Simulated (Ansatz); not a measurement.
# Sr2NiWO6 (I4/m) in Ansatz: reference runs

How does Sr2NiWO6 come out in PBEsol? The cell is run as given and disturbed.

Everything below comes from runs of Ansatz 0.2.0. Logs are shortened: lines on timing, memory, paths and dates and some standing lists are left out, and cuts for length are marked.

## 1. Starting point

The structure is tetragonal, space group I4/m (No. 87). Conventional cell: a = 5.557 Å, b = 5.557 Å, c = 7.913 Å, α = 90.00°, β = 90.00°, γ = 90.00°. W (site symmetry 4/m) has 6 O at 1.92 to 1.94 Å as nearest neighbours. Around Sr (site symmetry -4) lie 12 O at 2.62 to 2.97 Å. Around Ni (site symmetry 4/m) lie 6 O at 2.02 to 2.04 Å. Around O (site symmetry 4) lie 1 W at 1.94 Å and 1 Ni at 2.02 Å. Around O (site symmetry m) lie 1 W at 1.92 Å and 1 Ni at 2.04 Å.

## 2. Single point, PBEsol, collinear spin, ferromagnetic start

The input, input.yaml:

```yaml
crystal:
  lattice:
    - [-2.77855, 2.77855, 3.95655]
    - [2.77855, -2.77855, 3.95655]
    - [2.77855, 2.77855, -3.95655]
  atoms:
    - { symbol: W, position: [0.5, 0.5, 0.0] }
    - { symbol: Sr, position: [0.25, 0.75, 0.5] }
    - { symbol: Sr, position: [0.75, 0.25, 0.5] }
    - { symbol: Ni, position: [0.0, 0.0, 0.0], spin: 1.0 }
    - { symbol: O, position: [0.745, 0.745, 0.0] }
    - { symbol: O, position: [0.255, 0.255, 0.0] }
    - { symbol: O, position: [0.711, 0.227, 0.938] }
    - { symbol: O, position: [0.773, 0.711, 0.484] }
    - { symbol: O, position: [0.289, 0.773, 0.062] }
    - { symbol: O, position: [0.227, 0.289, 0.516] }
hamiltonian:
  xc: pbesol
  pseudopotentials: { kind: paw }
magnetization:
  spin_polarized: true
kpoints:
  mp_grid: { grid: [7, 7, 7] }
scf:
  occupations: { method: fermi_dirac, width: 0.05 }
output:
  forces: true
  stress: true
  eigenvalues: true
  write_density: true
  write_potential: true
  elf: true
  volumetric_format: npy
```

Potentials or basis: Ansatz PAW.

Run with:

```sh
> ansatz run input.yaml --threads 4 --pin off --max-ram 11264MiB --backend cpu --events-out ev --progress --plain --runs-dir out
```

Standard output:

```text
Warning: RAYON_NUM_THREADS=4 ignored (pool sized by the plan → 4); use --threads N
Engine: ansatz 0.2.0, aarch64-unknown-linux-gnu
Pseudopotentials: kind: paw
Pseudopotential: W, paw, valence charge 14, recommended cutoff 420 eV (normal), W.paw.azcp
Pseudopotential: Sr, paw, valence charge 10, recommended cutoff 420 eV (normal), Sr.paw.azcp
Pseudopotential: Ni, paw, valence charge 18, recommended cutoff 420 eV (normal), Ni.paw.azcp
Pseudopotential: O, paw, valence charge 6, recommended cutoff 420 eV (normal), O.paw.azcp
Functional definition: PBEsol
  exchange = pbesol_x
  correlation = pbesol_c
Crystal: 10 atoms, lattice volume = 122.184 Å³
Basis set: ecut = 420 eV, 2421 PW (Γ), exchange–correlation on 80×80×80 points (8 copies of the dense FFT grid, shifted against one another)
Bands: 55, of which v1, the nominal top of the filled ones, is band 44 counted from 1 (43 counted from 0)
Symmetry: 8 space group operations
Space group: I4/m (ITA 87), of the structure as read, at distance tolerance 5.0e-5 Å
Magnetic group: BNS 87.75 (UNI 735), of the structure as read, at distance tolerance 5.0e-5 Å
k-points: 52 of 343
Non-local potential: W, projectors of the file, l = 0: 3, l = 1: 2, l = 2: 2, l = 3: 1
Non-local potential: Sr, projectors of the file, l = 0: 3, l = 1: 2, l = 2: 2
Non-local potential: Ni, projectors of the file, l = 0: 3, l = 1: 2, l = 2: 3, l = 3: 1
Non-local potential: O, projectors of the file, l = 0: 2, l = 1: 2, l = 2: 1
PAW form: soft (Blöchl's): semilocal exchange-correlation on the pseudo side does not see the compensation charge
PAW frozen core: W, regenerated for the run's functional, and the local potential with it (the file was generated under x = pbe(κ = 0.804, μ = 0.2195149727645171), c = pbe(β = 0.06672455060314922))
PAW frozen core: Sr, regenerated for the run's functional, and the local potential with it (the file was generated under x = pbe(κ = 0.804, μ = 0.2195149727645171), c = pbe(β = 0.06672455060314922))
PAW frozen core: Ni, regenerated for the run's functional, and the local potential with it (the file was generated under x = pbe(κ = 0.804, μ = 0.2195149727645171), c = pbe(β = 0.06672455060314922))
PAW frozen core: O, regenerated for the run's functional, and the local potential with it (the file was generated under x = pbe(κ = 0.804, μ = 0.2195149727645171), c = pbe(β = 0.06672455060314922))
PAW one-centre angular grid: W, 590 points (default); XC on 64 Gauss nodes
PAW one-centre angular grid: Sr, 110 points (default); XC on 64 Gauss nodes
PAW one-centre angular grid: Ni, 590 points (default); XC on 64 Gauss nodes
PAW one-centre angular grid: O, 110 points (default); XC on 64 Gauss nodes
Initial density: superposition of atomic densities (chi_scale 0.1, normalization cell, long waves kept (reshape's long-wave potential 0.01 eV rms))
Starting moments: Σ|m| = 1 μB on 1 of 10 sites
Initial wavefunctions: pseudopotential atomic-orbital guess
Functional: x = pbesol(κ = 0.804, μ = 0.12345679012345678), c = pbesol(β = 0.046)
SCF iter   1: F=—  HF=-26425.360336 eV  |F-HF|=—  |Δ(HF+E_count)|=         —  Δρ=8.88e-2 (↑7.55e-2 ↓8.88e-2)  dr2=4.48e1  dr2_m=1.52e-1  M=1.115 μB ∫|m|=1.119 μB  β_m=0.30  ethr=3.10e-3  ⟨swp⟩=8.4  Hψ=26623  notcnv=0
Mixer restart at iter 1: flushing history
preconditioner: auto → Kerker (q_TF=auto, 2.583 Å⁻¹)  [metal: Δε(μ)=0.007 eV  Ē_g=13.240 eV  σ=0.050 eV  W_gap=0.04  n_scr=26 (ndim 8)  ℏωp=27.7 eV  f_vac=0.000  D(μ)=4.32/eV (n_scr^D=26)]
spin=Collinear: Kerker preconditioning applied to the charge; magnetization (m = ρ↑ − ρ↓) channel mixes plain (no charge-response kernel on spin).
SCF iter   2: F=—  HF=-26423.193085 eV  |F-HF|=—  |Δ(HF+E_count)|=    2.17e0  Δρ=5.37e-2 (↑5.37e-2 ↓4.87e-2)  dr2=1.50e1  dr2_m=1.42e0  M=1.998 μB ∫|m|=2.017 μB  β_m=0.39  ethr=3.10e-3  ⟨swp⟩=3.2  Hψ=12925  notcnv=0  defer=321
preconditioner: auto → Resta (q_TF=auto, 2.583 Å⁻¹)  ε∞=5.4  [insulator: Δε(μ)=0.373 eV  Ē_g=13.162 eV  σ=0.050 eV  W_gap=0.94  n_scr=26 (ndim 8)  ℏωp=27.7 eV  f_vac=0.000  D(μ)=0.05/eV (n_scr^D=0)  ε∞_Penn≈5.4]
spin=Collinear: Resta preconditioning applied to the charge; magnetization (m = ρ↑ − ρ↓) channel mixes plain (no charge-response kernel on spin).
SCF iter   3: F=—  HF=-26420.131353 eV  |F-HF|=—  |Δ(HF+E_count)|=    3.06e0  Δρ=2.77e-2 (↑2.77e-2 ↓2.25e-2)  dr2=3.20e0  dr2_m=2.88e-1  M=1.998 μB ∫|m|=2.039 μB  β_m=0.47  ethr=3.10e-3  ⟨swp⟩=3.7  Hψ=12540  notcnv=0  defer=296
SCF iter   4: F=—  HF=-26419.484995 eV  |F-HF|=—  |Δ(HF+E_count)|=   6.46e-1  Δρ=1.27e-2 (↑6.44e-3 ↓1.27e-2)  dr2=2.81e-1  dr2_m=2.50e-2  M=2.000 μB ∫|m|=2.095 μB  β_m=0.58  ethr=3.10e-3  ⟨swp⟩=4.4  Hψ=10570  notcnv=0  defer=281
SCF iter   5: F=—  HF=-26419.517477 eV  |F-HF|=—  |Δ(HF+E_count)|=   3.25e-2  Δρ=8.66e-3 (↑3.69e-3 ↓8.66e-3)  dr2=6.80e-2  dr2_m=2.91e-2  M=2.000 μB ∫|m|=2.093 μB  β_m=0.74  ethr=3.19e-4  ⟨swp⟩=3.5  Hψ=12613  notcnv=0  defer=302
SCF iter   6: F=—  HF=-26419.525190 eV  |F-HF|=—  |Δ(HF+E_count)|=   7.71e-3  Δρ=4.85e-3 (↑1.50e-3 ↓4.85e-3)  dr2=4.32e-2  dr2_m=3.83e-3  M=2.000 μB ∫|m|=2.102 μB  β_m=0.75  ethr=7.73e-5  ⟨swp⟩=3.5  Hψ=9946  notcnv=0  defer=304
SCF iter   7: F=—  HF=-26419.518817 eV  |F-HF|=—  |Δ(HF+E_count)|=   6.37e-3  Δρ=2.13e-3 (↑2.13e-3 ↓1.29e-3)  dr2=6.22e-3  dr2_m=2.13e-3  M=2.000 μB ∫|m|=2.095 μB  β_m=0.69  ethr=4.91e-5  ⟨swp⟩=2.8  Hψ=9875  notcnv=0  defer=294
SCF iter   8: F=—  HF=-26419.518103 eV  |F-HF|=—  |Δ(HF+E_count)|=   7.14e-4  Δρ=8.94e-4 (↑8.94e-4 ↓4.29e-4)  dr2=9.72e-4  dr2_m=3.12e-4  M=2.000 μB ∫|m|=2.097 μB  β_m=0.85  ethr=7.07e-6  ⟨swp⟩=2.2  Hψ=8179  notcnv=0  defer=281
SCF iter   9: F=—  HF=-26419.518249 eV  |F-HF|=—  |Δ(HF+E_count)|=   1.46e-4  Δρ=3.91e-4 (↑3.91e-4 ↓3.90e-4)  dr2=5.28e-4  dr2_m=3.06e-5  M=2.000 μB ∫|m|=2.099 μB  β_m=0.67  ethr=1.11e-6  ⟨swp⟩=2.0  Hψ=9743  notcnv=0  defer=281
SCF iter  10: F=—  HF=-26419.518133 eV  |F-HF|=—  |Δ(HF+E_count)|=   1.15e-4  Δρ=6.64e-5 (↑3.01e-5 ↓6.64e-5)  dr2=7.10e-6  dr2_m=1.08e-6  M=2.000 μB ∫|m|=2.099 μB  β_m=0.82  ethr=6.00e-7  ⟨swp⟩=2.0  Hψ=7827  notcnv=0  defer=281
SCF iter  11: F=—  HF=-26419.518117 eV  |F-HF|=—  |Δ(HF+E_count)|=   1.60e-5  Δρ=1.19e-5 (↑1.19e-5 ↓1.14e-5)  dr2=4.30e-7  dr2_m=7.35e-9  M=2.000 μB ∫|m|=2.099 μB  β_m=0.85  ethr=8.07e-9  ⟨swp⟩=2.2  Hψ=8359  notcnv=0  defer=281
SCF iter  12: F=—  HF=-26419.518118 eV  |F-HF|=—  |Δ(HF+E_count)|=   2.11e-7  Δρ=1.58e-5 (↑8.68e-6 ↓1.58e-5)  dr2=5.14e-7  dr2_m=1.71e-8  M=2.000 μB ∫|m|=2.099 μB  β_m=0.85  ethr=4.89e-10  ⟨swp⟩=2.0  Hψ=10300  notcnv=0  defer=281
SCF iter  13: F=—  HF=-26419.518117 eV  |F-HF|=—  |Δ(HF+E_count)|=   9.69e-8  Δρ=1.29e-6 (↑9.94e-7 ↓1.29e-6)  dr2=5.42e-9  dr2_m=2.99e-10  M=2.000 μB ∫|m|=2.099 μB  β_m=0.92  ethr=4.89e-10  ⟨swp⟩=2.0  Hψ=10088  notcnv=0  defer=281
SCF iter  14: F=-26419.518117 eV  HF=-26419.518117 eV  |F-HF|=1.82e-10  |Δ(HF+E_count)|=   4.19e-9  Δρ=5.94e-7 (↑2.85e-7 ↓5.94e-7)  dr2=5.69e-10  dr2_m=6.38e-11  M=2.000 μB ∫|m|=2.099 μB  ethr=6.16e-12  ⟨swp⟩=16.2  Hψ=43348  notcnv=0
SCF 1 converged in 14 iterations: F = -26419.518117 eV  dr2 = 5.69e-10
SCF converged after 14 iterations
Magnetization: 2.0000 μB (45.0000 up, 43.0000 down)
Absolute magnetization: 2.0987 μB (∫|ρ↑−ρ↓|, with the PAW one-centre terms)
Spin contamination: 0.0087 ħ² per cell (⟨S²⟩ above its minimum at these occupations)
Per-site moments (μB) at R_I (Å): [(0.019892288295474354, 0.7909278438729644), (-0.0017577584228312575, 1.081955861668536), (-0.0017577584228312317, 1.081955861668536), (1.5629856977443821, 0.83235920625), (0.061047304666379004, 0.79971766875), (0.06104730466637899, 0.79971766875), (0.06322087393057287, 0.7909278438729644), (0.06322087393057296, 0.7909278438729646), (0.06322087393057271, 0.7909278438729648), (0.06322087393057299, 0.7909278438729646)]
Free energy (F): -26419.518117 eV
Harris-Foulkes:  -26419.518117 eV  (|F-HF|=1.82e-10)
Internal energy: -26419.518103 eV  (E = F + TS)
E sigma→0 (E₀):  -26419.518110 eV
Entropy (-TS):   -0.000014 eV (-0.001 meV/atom)
Fermi energy:    11.744058 eV
--- Per-component energies (eV) ---
  E_band       = -669.910653
  E_kinetic    = 2264.747774
  E_local      = -8747.253210  (includes V_loc(G=0)·N_el)
  E_nonlocal   = 1337.220457
  E_hartree    = 3326.138430
  E_xc         = -1129.787483
  E_vxc        = -1231.502261  (∫ρ·V_xc dr)
  E_paw        = -16232.860422  (= ΣΔE_a)
  E_vpaw       = -945.417097  (= ΣTr[D̂ρ^β])
  E_aug_tail   = 0.015239  (compensation charges beyond the density's cutoff)
  E_ewald      = -7238.638391
  E_core_change = 0.899503  (= ΣΔE_core)
  E_smearing   = -0.000014  (= −TS)
  E_closure    = 0.000000  (closes the sum)
  Σ components = -26419.518117   (vs F -26419.518117, Δ=0.00e0)
--- Forces (eV/Å), atoms counted from 1 ---
  atom   1  W      0.00000000     0.00000000     0.00000000
  atom   2  Sr    -0.00000000     0.00000000     0.00000000
  atom   3  Sr    -0.00000000     0.00000000     0.00000000
  atom   4  Ni     0.00000000     0.00000000    -0.00000000
  atom   5  O      0.00000000    -0.00000000    -0.39891188
  atom   6  O      0.00000000     0.00000000     0.39891188
  atom   7  O     -0.09683222     0.00827739    -0.00000000
  atom   8  O      0.00827739     0.09683222     0.00000000
  atom   9  O      0.09683222    -0.00827739    -0.00000000
  atom  10  O     -0.00827739    -0.09683222     0.00000000
  max |Σ_I F_I| component: 5.29e-17 eV/Å
--- Stress (GPa, compression-positive) ---
       -2.712222      -0.000001       0.000000
        0.000001      -2.712222       0.000000
        0.000000      -0.000000      -3.684092
  P = ⅓ Tr σ = -3.0362 GPa (-30.362 kbar)
--- Band table (eV; the first three rows and the last of 104) ---
  k-point 0 ↑: bands = ["-92.6396", "-64.1860", "-53.1576", "-53.1559", "-53.1559", "-28.4909", "-28.4909", "-28.4699", "-22.3913", "-22.3325", "-7.6581", "-6.8261", "-6.6189", "-6.1482", "-6.1482", "-6.0917", "-4.6930", "-4.6930", "-4.4815", "-4.4172", "-4.3617", "-4.3617", "4.1715", "4.9513", "4.9792", "5.7091", "5.7805", "5.7805", "6.9199", "6.9595", "6.9595", "8.7521", "8.8510", "8.8510", "9.2642", "9.2642", "9.3368", "9.4023", "9.4329", "9.4329", "9.4361", "9.8264", "9.9739", "9.9739", "10.1439", "13.4274", "13.4274", "13.5690", "15.4630", "15.6606", "16.1465", "16.9611", "16.9809", "16.9809", "18.5489"]
  k-point 1 ↑: bands = ["-92.6396", "-64.1860", "-53.1576", "-53.1559", "-53.1559", "-28.4910", "-28.4909", "-28.4700", "-22.3868", "-22.3358", "-7.6526", "-6.8713", "-6.6395", "-6.2458", "-6.1911", "-6.1694", "-4.6275", "-4.5602", "-4.4082", "-4.3811", "-4.3414", "-4.2756", "4.3100", "4.9668", "5.1084", "5.6322", "5.7816", "5.8473", "6.5987", "6.9216", "6.9690", "8.3376", "8.4182", "8.6247", "8.6957", "9.1915", "9.2263", "9.2572", "9.4284", "9.6193", "9.8356", "9.8761", "10.0166", "10.0614", "10.5433", "13.3915", "13.5078", "13.6328", "15.7828", "16.1018", "16.4377", "17.0413", "17.3185", "17.3525", "18.6118"]
  k-point 2 ↑: bands = ["-92.6396", "-64.1860", "-53.1576", "-53.1559", "-53.1559", "-28.4914", "-28.4910", "-28.4700", "-22.3767", "-22.3432", "-7.6817", "-6.9662", "-6.6476", "-6.4334", "-6.3703", "-6.1832", "-4.4751", "-4.3909", "-4.3522", "-4.3019", "-4.1321", "-4.0970", "4.2695", "4.9605", "5.2964", "5.3138", "5.9778", "6.0144", "6.5520", "6.9332", "7.0138", "7.8500", "7.9034", "7.9999", "8.2347", "8.9708", "9.0484", "9.1522", "9.1921", "9.3914", "9.8947", "9.9056", "10.2470", "10.2579", "10.8491", "13.3203", "13.7649", "13.8338", "16.5458", "16.9550", "17.0475", "17.3439", "18.0524", "18.2418", "18.5539"]
  k-point 51 ↓: bands = ["-90.6184", "-64.1668", "-51.1881", "-51.1881", "-51.1837", "-28.4661", "-28.4660", "-28.4476", "-22.3672", "-22.3536", "-7.6986", "-6.9385", "-6.6283", "-6.3493", "-6.3189", "-6.0653", "-4.4043", "-4.3353", "-4.3206", "-4.0963", "-4.0735", "-3.8690", "4.2653", "5.0714", "5.4306", "5.7231", "6.0953", "6.1977", "6.9966", "7.1228", "7.4370", "7.8087", "7.9059", "8.3906", "8.4473", "8.5247", "8.5282", "8.9321", "9.1806", "9.7998", "10.4902", "11.1751", "11.1882", "12.3024", "12.6091", "13.5514", "14.0488", "14.0766", "16.8021", "17.2104", "17.4011", "18.1237", "18.2612", "18.6651", "19.1448"]
```

Wall time 27 s (4 threads of Arm Neoverse V2, shared host); peak memory 0.85 GiB.

What came out:

| Item | Value |
| --- | --- |
| Free energy | -26419.5181 eV |
| Pressure | -3.0 GPa |
| Largest force | 0.399 eV/Å |
| Band gap on the k mesh | 0.84 eV, indirect (least direct gap 0.93 eV) |
| Net moment | 2.00 μB per cell |
| Absolute moment | 2.10 μB per cell |
| Site moments | W +0.02; Sr -0.00; Ni +1.56; O +0.06 μB |

Forces in eV/Å, atoms in the order of the input:
```
W    0.000  0.000  0.000
Sr   0.000  0.000  0.000
Sr   0.000  0.000  0.000
Ni   0.000  0.000  0.000
O    0.000  0.000 -0.399
O    0.000  0.000  0.399
O   -0.097  0.008  0.000
O    0.008  0.097  0.000
O    0.097 -0.008  0.000
O   -0.008 -0.097  0.000
```

Caveat: odd divisions of the mesh miss points on the zone boundary, where band edges often lie, so the gap on the mesh can be too wide; the pressure holds a Pulay correction of +0.6 GPa for the finite cutoff; spin-orbit coupling is left out, which moves the levels of the heavy elements; a cell with one magnetic atom can't hold antiferromagnetic order, which such compounds often take; the PAW data sets come from PBE, with cores solved anew for the run's functional, which leaves a small shift of forces and pressure. A hybrid or GW would open this gap; PBEsol tends to underestimate it.

## 3. Single point, PBEsol, collinear spin, ferromagnetic start (atoms moved at random, drawn with an rms of 0.05 Å)

The input, input.yaml:

```yaml
crystal:
  lattice:
    - [-2.77855, 2.77855, 3.95655]
    - [2.77855, -2.77855, 3.95655]
    - [2.77855, 2.77855, -3.95655]
  atoms:
    - { symbol: W, position: [0.499103, 0.498053, -0.009444] }
    - { symbol: Sr, position: [0.249235, 0.748073, 0.49537] }
    - { symbol: Sr, position: [0.758864, 0.246823, 0.506469] }
    - { symbol: Ni, position: [0.000927, 0.001226, 0.000129], spin: 1.0 }
    - { symbol: O, position: [0.743125, 0.752536, -0.002803] }
    - { symbol: O, position: [0.248941, 0.243827, -0.005365] }
    - { symbol: O, position: [0.710926, 0.231759, 0.937412] }
    - { symbol: O, position: [0.776594, 0.707121, 0.491218] }
    - { symbol: O, position: [0.291694, 0.771244, 0.064313] }
    - { symbol: O, position: [0.231724, 0.290154, 0.515456] }
hamiltonian:
  xc: pbesol
  pseudopotentials: { kind: paw }
magnetization:
  spin_polarized: true
kpoints:
  mp_grid: { grid: [7, 7, 7] }
scf:
  occupations: { method: fermi_dirac, width: 0.05 }
output:
  forces: true
  stress: true
  eigenvalues: true
```

Potentials or basis: Ansatz PAW.

Run with:

```sh
> ansatz run input.yaml --threads 4 --pin off --max-ram 11264MiB --backend cpu --events-out ev --progress --plain --runs-dir out
```

Wall time 2.1 min (4 threads of Arm Neoverse V2, shared host); peak memory 1.6 GiB.

Results (log left out):

```yaml
Free_energy: -26419.3749 eV
Pressure: -3.6 GPa
Largest_force: 1.660 eV/Å
Band_gap_on_the_k_mesh: 0.65 eV, indirect (least direct gap 0.83 eV)
Net_moment: 2.00 μB per cell
Absolute_moment: 2.10 μB per cell
Site_moments: W +0.02; Sr -0.00; Ni +1.55; O +0.06, +0.07 μB
```

Forces in eV/Å, atoms in the order of the input:
```
W    1.032  0.912 -0.562
Sr   0.014  0.074 -0.005
Sr  -0.019 -0.276  0.087
Ni  -0.197 -0.069 -0.034
O    0.055  0.212 -1.097
O    0.000 -0.133  1.655
O   -0.338  0.279  0.048
O   -0.613 -0.706  0.155
O    0.124 -0.023 -0.117
O   -0.058 -0.269 -0.130
```

Stress tensor (GPa, compression positive):
```
-2.43 -0.75 -0.11
-0.75 -3.03  0.57
-0.11  0.57 -5.45
```

Levels at points of the mesh, in eV from the valence-band top:
Spin up:
| k point | band 41 | band 42 | band 43 | band 44 | band 45 | band 46 | band 47 | band 48 | band 49 | band 50 |
| --- | --- | --- | --- | --- | --- | --- | --- | --- | --- | --- |
| (0.00, 0.00, 0.00) | -1.84 | -1.61 | -1.42 | -1.37 | -1.15 | 1.81 | 1.89 | 2.11 | 4.02 | 4.19 |
Spin down:
```tsv
k point	band 39	band 40	band 41	band 42	band 43	band 44	band 45	band 46	band 47	band 48
(0.00, 0.00, 0.00)	-1.69	-1.54	-1.14	-1.02	-0.96	0.66	0.95	1.97	2.04	2.31
```

Caveat: odd divisions of the mesh miss points on the zone boundary, where band edges often lie, so the gap on the mesh can be too wide; the pressure holds a Pulay correction of +0.6 GPa for the finite cutoff; spin-orbit coupling is left out, which moves the levels of the heavy elements; a cell with one magnetic atom can't hold antiferromagnetic order, which such compounds often take; the PAW data sets come from PBE, with cores solved anew for the run's functional, which leaves a small shift of forces and pressure. A k mesh can miss the band edges.
